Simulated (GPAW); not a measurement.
The system is Cd2S.

```
Cd S
1.0
     3.96267    0.00000    0.00000
    -1.98134    3.43177    0.00000
     0.00000    0.00000    5.80919
Cd S
2 1
Direct
  0.33333 0.66667 0.93272
  0.66667 0.33333 0.57873
  0.33333 0.66667 0.36571
```

The cell comes from a database or a generator and needn't be the stable form of this composition.

Base run:

```yaml
Program: GPAW 26.7.0
Functional: LDA
Potentials_or_basis: the program's PAW data sets (release 1.2.1) made for this functional
Cutoff: 600 eV
Basis: pw
k_mesh: 6 × 6 × 4
Occupations: fermi-dirac, width 0.05 eV
Spin: no spin polarisation
```

Its results: pressure -5.2 GPa; largest force 0.148 eV/Å.

Problem. After a change of settings the same cell gave: pressure -3.3 GPa; largest force 0.125 eV/Å. Which change was it?
A. cutoff from 600 eV to 450 eV
B. functional from LDA to r2SCAN; potentials or basis from the program's PAW data sets (release 1.2.1) made for this functional to GPAW PAW data sets (gpaw-data 1.2.1)
C. functional from LDA to PBE; potentials or basis from the program's PAW data sets (release 1.2.1) made for this functional to GPAW PAW data sets (gpaw-data 1.2.1)
D. functional from LDA to PBEsol; potentials or basis from the program's PAW data sets (release 1.2.1) made for this functional to PAW data sets generated in the run's folder for this functional

Solution. D.
